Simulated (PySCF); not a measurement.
# C2H6Se (SeMe2): the cost of one run

Programs: PySCF 2.14.0, with routines of our own; each step states its level. All values are computed. Atoms count from 0.

## (1) The system as given

9 atoms, charge 0, multiplicity 1; geometry from: GFN2-xTB.

## (2) Optimising the geometry at PBE0-D3(BJ)/def2-SVP

The job: settings as JSON, then the geometry in Å.

```
{"job": {"xc": "PBE0", "basis": "def2-SVP", "d3": "d3bj", "grid": 1, "maxiter": 30, "shake": 0.03, "kind": "geom"}, "charge": 0, "multiplicity": 1}
Se     0.061060    -0.077570    -1.289320
C      1.443240    -0.028560    -0.012530
H      1.335310    -0.925180     0.570100
H      1.488740     0.876110     0.612470
H      2.385560    -0.023280    -0.592280
C     -1.472100     0.029810    -0.013190
H     -1.370550     0.914850     0.594100
H     -1.340380    -0.850770     0.609940
H     -2.398150     0.015160    -0.504950
```

Started as:

```
$ OMP_NUM_THREADS=1 python heavy_run.py task.json out
```

The driver reads the jobs from task.json and runs them one after another.

Q: Estimate the wall time and peak memory of this first job on 1 thread of Arm Neoverse V1, shared host.

About 12 s, with a peak of 0.34 GiB.
